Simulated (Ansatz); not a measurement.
Crystal: NbTe.

```
Te Nb
1.0
     3.70297    0.00000    0.00000
    -1.85149    3.20687    0.00000
     0.00000    0.00000    3.69421
Te Nb
1 1
Direct
  0.66667 0.33333 0.00000
  0.00000 0.00000 0.50000
```

The cell comes from a database or a generator and needn't be the stable form of this composition.

Base run:

* Program: Ansatz 0.2.0
* Functional: PBE
* Potentials or basis: all-electron LAPW, scalar-relativistic
* Cutoff: 233 eV (chosen from the basis error)
* Basis error allowed: 0.001 eV/atom
* k mesh: 8 × 8 × 7
* Occupations: fermi-dirac, width 0.05 eV
* Spin: no spin polarisation

Its results: pressure -0.6 GPa.

Problem. The run is repeated on the same cell with these changes: functional from PBE to LDA. What comes out?

Solution. Pressure -7.5 GPa.

LDA binds more tightly than PBE, so the same cell stands under less pressure.
